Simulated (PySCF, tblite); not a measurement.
**BCl2FH4Si2, a small molecule taken as a stand-in for a surface group (Si site with back bonds F, Cl, [BH][SiH3]): NMR shifts, core binding energies and electronic excitations**

What NMR shifts, core binding energies and electronic excitations should one expect for `F[Si](Cl)(Cl)B[SiH3]`?

Computed with tblite 0.8.0 and PySCF 2.14.0; each step states its level. No surroundings beyond the atoms listed, unless a continuum is named. Atoms count from 0, parts from 1.

## Step 1: The system as given

10 atoms, charge 0, multiplicity 1; geometry: distance geometry start.

## Step 2: Relaxing the cluster with GFN2-xTB

What the job is given:

```
{"job": {"kind": "relax", "xc": "GFN2-xTB", "basis": "xTB"}, "charge": 0, "multiplicity": 1}
Si    -1.553137    -0.110458    -0.074362
F     -1.345151    -0.779659    -1.619135
Cl    -2.932178    -1.120145     1.105114
B      0.136979    -0.047362     0.919862
Si     1.704411     0.031654    -0.256666
Cl    -2.110557     1.876971    -0.368284
H      0.186216     0.072780     2.076719
H      1.430715     1.190850    -1.130368
H      2.925656     0.098863     0.473528
H      1.581214    -1.154155    -1.123968
```

Method: GFN2-xTB geometry optimisation, gas phase.

On the command line:

```
> OMP_NUM_THREADS=1 python cluster_run.py task.json out
```

This one command runs all jobs of the session in turn.

**Question.** The jobs that follow are: PBE0-D3(BJ)/def2-SVP geometry optimisation, gas phase; GIAO PBE0/pcSseg-2 NMR shielding, non-relativistic, gas phase; delta-SCF UKS SCAN, pcX-2 on the ionised atom, pcseg-1 elsewhere, spin-free X2C; TDDFT CAM-B3LYP/def2-SVPD, vertical, gas phase, core orbitals frozen in the response. Predict: point group; rotational constants (main isotopes); ¹H shifts against TMS (PBE0/pcSseg-2); ²⁹Si shifts against TMS (PBE0/pcSseg-2); ¹⁹F shifts against CFCl3 (PBE0/pcSseg-2); ³⁵Cl shifts against HCl (PBE0/pcSseg-2); ¹¹B shifts against BF3·OEt2 (PBE0/pcSseg-2); Cl2p binding energies, SCAN/pcX-2; Si2p binding energies, SCAN/pcX-2 (standing for 1 of 2 atoms); F1s binding energies, SCAN/pcX-2; lowest singlet (CAM-B3LYP/def2-SVPD); brightest single state of those computed; lowest triplet; vertical ionisation energy (ΔSCF); vertical electron affinity (ΔSCF).

**Answer**, as computed:

| quantity | value |
| --- | --- |
| point group | C1 |
| rotational constants (main isotopes) | 1.80, 0.90, 0.74 GHz |
| ¹H shifts against TMS (PBE0/pcSseg-2) | 11.95, 4.16, 3.97, 3.93 ppm |
| ²⁹Si shifts against TMS (PBE0/pcSseg-2) | 1.9, -98.7 ppm |
| ¹⁹F shifts against CFCl3 (PBE0/pcSseg-2) | -115.4 ppm |
| ³⁵Cl shifts against HCl (PBE0/pcSseg-2) | 107, 101 ppm |
| ¹¹B shifts against BF3·OEt2 (PBE0/pcSseg-2) | 139.7 ppm |
| Cl2p binding energies, SCAN/pcX-2 | Cl5 207.00, Cl2 206.98 eV |
| Si2p binding energies, SCAN/pcX-2 (standing for 1 of 2 atoms) | Si0 109.42 eV |
| F1s binding energies, SCAN/pcX-2 | F1 692.77 eV |
| lowest singlet (CAM-B3LYP/def2-SVPD) | 3.55 eV (349 nm), f = 0.001 |
| brightest single state of those computed | state 6, 6.30 eV, f = 0.059 |
| lowest triplet | 2.81 eV |
| vertical ionisation energy (ΔSCF) | 10.61 eV |
| vertical electron affinity (ΔSCF) | 1.82 eV |

In words: The start of the PBE0/def2-SVP relaxation was shaken at random by about 0.01 Å, so part of the energy gained, and of the first lengths quoted, undoes that. The optimisation took 4 steps and gained 0.190 eV; among the close pairs (by a distance rule), B3–Si4 changed most, from 1.946 to 2.009 Å (PBE0/def2-SVP). Hydrogens of an XH3 group are listed apart at this fixed geometry; free rotation makes them one line at their mean. At PBE0/pcSseg-2: The largest span, 323 ppm, is at B3, where the paramagnetic term is -238 ppm. At SCAN/pcX-2: the Cl2p levels computed lie within 0.01 eV of one another, too close to rank. The lowest singlet, at 3.55 eV, is HOMO→LUMO 0.94 and is dark; of the 6 states computed, the strongest absorption comes from state 6 at 6.30 eV (the last computed, so partners may be missing). The lowest triplet lies 0.74 eV below the lowest singlet (triplets in Tamm-Dancoff, singlets in full TDDFT). ΔSCF puts the ionisation energy at 10.61 eV, 0.69 eV above −ε(HOMO).
